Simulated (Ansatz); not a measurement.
# C2H6BFOSi: the cost of one run

Program: Ansatz 0.2.0. Level of theory: RKS PBE-D4/STO-3G. These are calculated values, not measurements.

### 1 The system as given

Bond lengths: O1–C2 1.399 Å, C2–Si3 1.808 Å, Si3–C4 1.806 Å, C2–B5 1.613 Å, C4–B5 1.692 Å, B5–F6 1.453 Å, O1–H7 0.942 Å, C2–H8 1.106 Å, Si3–H9 1.527 Å, Si3–H10 1.469 Å, C4–H11 1.047 Å, C4–H12 1.128 Å. Angles (14 of 22 angles, heavy atoms first): O1–C2–Si3 109.5°, O1–C2–B5 113.3°, Si3–C2–B5 97.3°, C2–Si3–C4 79.5°, Si3–C4–B5 94.6°, C2–B5–C4 88.6°, C2–B5–F6 136.5°, C4–B5–F6 134.9°, O1–C2–H8 114.1°, Si3–C2–H8 110.8°, B5–C2–H8 110.5°, C2–O1–H7 108.4°, C2–Si3–H9 114.2°, C2–Si3–H10 114.7°.

Coordinates:

```xyz
12

O    -1.2934   -1.3258    0.7402
C    -0.5738   -0.6941   -0.2801
Si    1.1285   -0.4189    0.2617
C     0.5859    1.2840    0.0000
B    -0.9787    0.8543   -0.4814
F    -2.1699    1.5902   -0.8691
H    -1.1099   -2.2494    0.7056
H    -0.5972   -1.2288   -1.2482
H     1.3709   -0.7153    1.7400
H     2.1553   -0.8190   -0.7099
H     1.0481    1.7984   -0.7862
H     0.5112    1.8693    0.9614
```

### 2 Relaxing the start

Contents of input.yaml:

```yaml
crystal:
  periodic: [false, false, false]
  atoms:
    - { symbol: O, position_ang: [-1.2934, -1.3258, 0.7402] }
    - { symbol: C, position_ang: [-0.5738, -0.6941, -0.2801] }
    - { symbol: Si, position_ang: [1.1285, -0.4189, 0.2617] }
    - { symbol: C, position_ang: [0.5859, 1.284, 0.0] }
    - { symbol: B, position_ang: [-0.9787, 0.8543, -0.4814] }
    - { symbol: F, position_ang: [-2.1699, 1.5902, -0.8691] }
    - { symbol: H, position_ang: [-1.1099, -2.2494, 0.7056] }
    - { symbol: H, position_ang: [-0.5972, -1.2288, -1.2482] }
    - { symbol: H, position_ang: [1.3709, -0.7153, 1.74] }
    - { symbol: H, position_ang: [2.1553, -0.819, -0.7099] }
    - { symbol: H, position_ang: [1.0481, 1.7984, -0.7862] }
    - { symbol: H, position_ang: [0.5112, 1.8693, 0.9614] }
basis:
  gaussian: { orbitals: STO-3G }
hamiltonian:
  xc: pbe
  dispersion: d4
relax:
  f_tol: 0.02
  max_steps: 40
scf:
  lower_state_search: "off"
output:
  orbitals: {}
```

On the command line:

```console
$ ansatz run input.yaml --threads 1 --pin off --max-ram 2048MiB --backend cpu --events-out ev --progress --plain --runs-dir out
```

What time and memory should one allow on 1 thread of Arm Neoverse V1, shared host?

About 43 s, with a peak of 0.17 GiB.
